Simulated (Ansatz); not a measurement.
# TiNi: how the settings move a single-point run

Aim: see which settings change the result for TiNi, by how much, and at what cost.

Computed with Ansatz 0.2.0 (reference: DFT, PBEsol, PAW with Ansatz's default frozen-core files, scalar-relativistic, unless a step's input says otherwise).

## 1. The structure to begin with

It takes space group Pm-3m (No. 221, cubic). Conventional cell: a = 2.988 Å, b = 2.988 Å, c = 2.988 Å, α = 90.00°, β = 90.00°, γ = 90.00°. Ti (site symmetry m-3m) is surrounded by 8 Ni at 2.59 Å. Ni (site symmetry m-3m) is surrounded by 8 Ti at 2.59 Å.

As a file:

```
Ti Ni
1.0
     2.98807    2.98807    0.00000
     2.98807    0.00000    2.98807
     2.98807    0.00000   -2.98807
Ti Ni
2 2
Cartesian
  4.4821 1.4940 -1.4940
  4.4821 1.4940 1.4940
  0.0000 0.0000 0.0000
  2.9881 0.0000 0.0000
```

## 2. Reference

input.yaml reads:

```yaml
crystal:
  lattice:
    - [2.98806613, 2.98806613, 0.0]
    - [2.98806613, 0.0, 2.98806613]
    - [2.98806613, 0.0, -2.98806613]
  atoms:
    - { symbol: Ti, position: [0.5, 0.25, 0.75] }
    - { symbol: Ti, position: [0.5, 0.75, 0.25] }
    - { symbol: Ni, position: [0.0, 0.0, 0.0] }
    - { symbol: Ni, position: [0.0, 0.5, 0.5] }
kpoints:
  mp_grid: { grid: [10, 10, 10] }
scf:
  occupations: { method: fermi_dirac, width: 0.05 }
  lower_state_search: "off"
hamiltonian:
  xc: pbesol
  pseudopotentials: { kind: paw }
output:
  forces: true
  stress: true
  eigenvalues: true
  write_density: true
  write_potential: true
  elf: true
  volumetric_format: npy
```

On the command line:

```bash
$ ansatz run input.yaml --threads 2 --pin off --max-ram 6144MiB --backend cpu --events-out ev --progress --plain --runs-dir out
```

## 3. Changing settings: eigensolver.kind davidson, xc_grid 4, basis.precision f64, ecutrho_ratio 12

Edit input.yaml of step 2 so:

```diff
@@ -15,2 +15,3 @@
   lower_state_search: "off"
+  eigensolver: { kind: davidson }
 hamiltonian:
@@ -22,5 +23,5 @@
   eigenvalues: true
-  write_density: true
-  write_potential: true
-  elf: true
-  volumetric_format: npy
+basis:
+  xc_grid: 4
+  precision: f64
+  ecutrho_ratio: 12
```

Before running it: what results should come out? Wanted: for each run, ending; energy change; pressure; gap; force.

The runs gave:

```
                                                                           run     ending  energy change  pressure (GPa)  gap (eV)  force (eV/Å)  cycles   time
                                                                     reference  converged              0            -3.0      0.00          0.00       7  1.6 s
1: eigensolver.kind davidson, xc_grid 4, basis.precision f64, ecutrho_ratio 12  converged   0.0 meV/atom            -3.0      0.00          0.00       8  3.4 s
```

Times don't compare one to one where runs were asked for different outputs or read a saved state (see the inputs); cycles may leave out searches for a lower state.

Residual by cycle in the longest SCF loop of each run; runs are numbered as in the table. The quantity is the density residual dr2, in eV.

```
cycle  reference   run 1
    1      0.249   0.223
    2    0.00738  0.0132
    3    0.00129  8.5e-4
    4     1.2e-5  5.3e-5
    5     1.2e-6  6.4e-6
    6     3.5e-7  2.6e-6
    7     1.4e-8  5.0e-7
    8          -  1.3e-9
```

Changing the solver, numerical grids and arithmetic precision hardly moves the energy: 0.0 meV/atom.
